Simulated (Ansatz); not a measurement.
**The cluster In₅H₉O₁₂: the relaxed shape and its frontier levels**

What does the cluster In₅H₉O₁₂ look like as a singlet, and where do its frontier electrons sit?

Method: RKS PBE0-D4/def2-TZVP; program: Ansatz 0.2.0, Gaussian basis.

The runs, in order: relaxation at PBE-D4/def2-SVP; a single point at PBE0-D4/def2-TZVP.

### 1 The starting structure

26 atoms, charge 0, spin multiplicity 1.

Atoms are counted from 1 here; the program's logs count them from 0.

Bond lengths: In1–In5 3.366 Å, In1–O8 2.114 Å, In1–O9 2.162 Å, In1–O12 2.178 Å, In1–O15 1.959 Å, In1–O16 2.154 Å, In2–O6 1.925 Å, In2–O7 1.994 Å, In2–O13 2.210 Å, In2–O16 2.042 Å, In3–O8 2.231 Å, In3–O10 1.934 Å, In3–O11 1.919 Å, In3–O13 2.202 Å, In4–O12 2.144 Å, In4–O14 1.913 Å, In4–O16 2.062 Å, In4–O17 1.949 Å and more. Angles: In5–In1–O8 139.2°, In5–In1–O9 52.0°, In5–In1–O12 130.9°, In5–In1–O15 56.3°, In5–In1–O16 60.4°, O8–In1–O9 87.6°, O8–In1–O12 85.6°, O8–In1–O15 141.4°, O8–In1–O16 120.1°, O9–In1–O12 162.7°, O9–In1–O15 90.2°, O9–In1–O16 87.9°, O12–In1–O15 105.0°, O12–In1–O16 81.9°, O15–In1–O16 98.3°, O6–In2–O7 132.7°, O6–In2–O13 101.8°, O6–In2–O16 126.6° and more.

Coordinates:

```xyz
26
charge 0, multiplicity 1
In    0.8968   -0.7395    1.1073
In   -0.1253    0.3294   -1.9222
In   -2.3545   -1.7807    0.2258
In    1.0974    2.3967    0.6292
In    2.7441   -1.6861   -1.5429
O    -1.8373    1.1958   -2.0820
O     1.1776   -0.3517   -3.2699
O    -1.0636   -0.9822    1.8603
O     0.3958   -2.1937   -0.4125
O    -2.3639   -3.5999    0.8808
O    -3.6586   -0.4902   -0.3375
O     0.9526    1.0750    2.3115
O    -0.7009   -1.6868   -1.2245
O     2.5899    3.5852    0.7691
O     2.6967   -1.4986    1.2511
O     1.2795    0.6671   -0.4791
O    -0.6529    3.0137    0.0328
H    -1.8295    1.9657   -1.5040
H     0.7318   -0.7319   -4.0284
H    -1.0814   -1.7164    2.4833
H    -1.6348   -4.0564    0.4548
H    -3.2502    0.1161   -0.9685
H     0.0856    1.1821    2.7159
H     3.3804    3.1202    1.0383
H     3.2350   -1.1001    1.9347
H    -0.7102    3.9673    0.0765
```

In takes a core potential in the def2 sets. No spin-orbit coupling is included.

The start is a GFN2-xTB geometry.

### 2 Optimising with PBE-D4/def2-SVP

The input, in.yaml:

```yaml
crystal:
  periodic: [false, false, false]
  atoms:
    - {symbol: In, position_ang: [0.896780, -0.739530, 1.107310]}
    - {symbol: In, position_ang: [-0.125270, 0.329400, -1.922150]}
    - {symbol: In, position_ang: [-2.354540, -1.780710, 0.225850]}
    - {symbol: In, position_ang: [1.097400, 2.396740, 0.629230]}
    - {symbol: In, position_ang: [2.744090, -1.686050, -1.542930]}
    - {symbol: O, position_ang: [-1.837320, 1.195770, -2.081980]}
    - {symbol: O, position_ang: [1.177610, -0.351720, -3.269870]}
    - {symbol: O, position_ang: [-1.063600, -0.982230, 1.860270]}
    - {symbol: O, position_ang: [0.395770, -2.193680, -0.412510]}
    - {symbol: O, position_ang: [-2.363940, -3.599890, 0.880810]}
    - {symbol: O, position_ang: [-3.658640, -0.490160, -0.337530]}
    - {symbol: O, position_ang: [0.952570, 1.074960, 2.311550]}
    - {symbol: O, position_ang: [-0.700890, -1.686850, -1.224510]}
    - {symbol: O, position_ang: [2.589860, 3.585150, 0.769090]}
    - {symbol: O, position_ang: [2.696730, -1.498620, 1.251070]}
    - {symbol: O, position_ang: [1.279490, 0.667100, -0.479070]}
    - {symbol: O, position_ang: [-0.652850, 3.013660, 0.032850]}
    - {symbol: H, position_ang: [-1.829450, 1.965700, -1.504020]}
    - {symbol: H, position_ang: [0.731760, -0.731920, -4.028430]}
    - {symbol: H, position_ang: [-1.081400, -1.716370, 2.483310]}
    - {symbol: H, position_ang: [-1.634830, -4.056350, 0.454790]}
    - {symbol: H, position_ang: [-3.250150, 0.116130, -0.968520]}
    - {symbol: H, position_ang: [0.085630, 1.182120, 2.715920]}
    - {symbol: H, position_ang: [3.380440, 3.120170, 1.038300]}
    - {symbol: H, position_ang: [3.234960, -1.100110, 1.934730]}
    - {symbol: H, position_ang: [-0.710230, 3.967290, 0.076460]}
basis:
  gaussian: {orbitals: def2-SVP}
hamiltonian: {xc: pbe, dispersion: d4}
scf: {lower_state_search: "off"}
output: {orbitals: {seedname: orbitals}}
relax: {f_tol: 0.03, max_steps: 70}
```

Run with:

```
ansatz run in.yaml --threads 2 --pin off --events-out ev --progress --plain --max-ram 22528MiB --backend cuda --devices 0, --max-vram 18GiB
```

After this run come: Single point, PBE0-D4/def2-TZVP.

**Question.** What will the summary of the whole plan be? Wanted: point group; commonest bond, hydrogen aside; HOMO, LUMO at PBE0-D4/def2-TZVP; dipole at PBE-D4/def2-SVP.

The runs gave:

```
                       quantity                            value
                    point group                               C1
 commonest bond, hydrogen aside  In–O, 18 of mean length 2.138 Å
HOMO, LUMO at PBE0-D4/def2-TZVP                  -6.85, -2.61 eV
      dipole at PBE-D4/def2-SVP                           4.72 D
```

The relaxation broke 0 and made 1 bonds, so the end is another structure than the start. No usable vibrations, so a minimum isn't proven. Whether this spin is the lowest isn't tested here. The point group is read from a loosely relaxed geometry; soft torsions can leave it below the true symmetry.
